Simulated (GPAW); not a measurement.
Wanted: an ASE script for a GPAW 26.7.0 run.

| Property | Result |
| --- | --- |
| Task | band structure |
| Functional | LDA |
| Potentials or basis | the program's PAW data sets (release 1.2.1) made for this functional |
| Cutoff | 600 eV |
| Basis | pw |
| k mesh | 7 × 7 × 7 |
| Occupations | fermi-dirac, width 0.05 eV |
| Spin | collinear spin, ferromagnetic start |
| Starting moments | [0.6, 0.6, 0.6, 1.0] μB |
| Maxiter | 150 |
| Band path | GXYSGZS1NPY1Z,XP |
| Band points | 60 |

NiIr3:

```
CELL_PARAMETERS angstrom
-1.88095 1.88095 3.80138
1.88095 -1.88095 3.80138
1.88095 1.88095 -3.80138
ATOMIC_POSITIONS crystal
Ir 0.50000 0.50000 0.00000
Ir 0.25000 0.75000 0.50000
Ir 0.75000 0.25000 0.50000
Ni 0.00000 0.00000 0.00000
```

The cell comes from a database or a generator and needn't be the stable form of this composition.

One way to write it, as run:

run.py

```python
from ase import Atoms
from ase.dft.bandgap import bandgap
from ase.io import write
from ase.units import GPa
from gpaw import GPAW, PW

atoms = Atoms(['Ir', 'Ir', 'Ir', 'Ni'],
              cell=[[-1.88095015, 1.88095015, 3.80138303],
                    [1.88095015, -1.88095015, 3.80138303],
                    [1.88095015, 1.88095015, -3.80138303]],
              scaled_positions=[[0.5, 0.5, 0.0],
                                [0.25, 0.75, 0.5],
                                [0.75, 0.25, 0.5],
                                [0.0, 0.0, 0.0]],
              pbc=True)
atoms.set_initial_magnetic_moments([0.6, 0.6, 0.6, 1.0])

calc = GPAW(mode=PW(600),
            xc='LDA',
            kpts={'size': (7, 7, 7), 'gamma': True},
            occupations={'name': 'fermi-dirac', 'width': 0.05},
            nbands=53,
            convergence={'density': 1e-05, 'energy': 1e-05},
            maxiter=150,
            txt='gpaw.txt')
atoms.calc = calc
energy = atoms.get_potential_energy()
forces = atoms.get_forces()
stress = atoms.get_stress()
calc.write('gs.gpw')
write('result.traj', atoms)
print(f'Energy: {energy:.6f} eV')
print('Forces (eV/A):')
print(forces.round(4))
print('Stress (GPa):', (stress / GPa).round(3))
print('Moments:', calc.get_magnetic_moments().round(3))
print('Fermi level:', round(calc.get_fermi_level(), 4), 'eV')
print(f'Gap: {bandgap(calc)[0]:.4f} eV, direct: {bandgap(calc, direct=True)[0]:.4f} eV')

path = atoms.cell.bandpath('GXYSGZS1NPY1Z,XP', npoints=60, eps=1e-4)
bs_calc = calc.fixed_density(kpts=path, symmetry='off', nbands=72,
                             convergence={'bands': 'CBM+6.0', 'eigenstates': 1e-6}, txt='bands.txt')
bs = bs_calc.band_structure()
bs.write('bs.json')
print(f'Gap on the path: {bandgap(bs_calc)[0]:.4f} eV')
```

Potentials or basis: the program's PAW data sets (release 1.2.1) made for this functional, pw.

Command:

```console
$ OMP_NUM_THREADS=1 python run.py
```

It gave:

```json
{"Pressure": "-12.7 GPa", "Band gap along the path": "none (metal or under the smearing width)", "Net moment": "0.00 μB per cell"}
```

Caveat: the stock nickel data set gives pressures a few GPa off other programs; spin-orbit coupling is left out, which moves the levels of the heavy elements.

It took 16 min on 1 thread of Arm Neoverse N1 (shared host), peak memory 0.65 GiB.
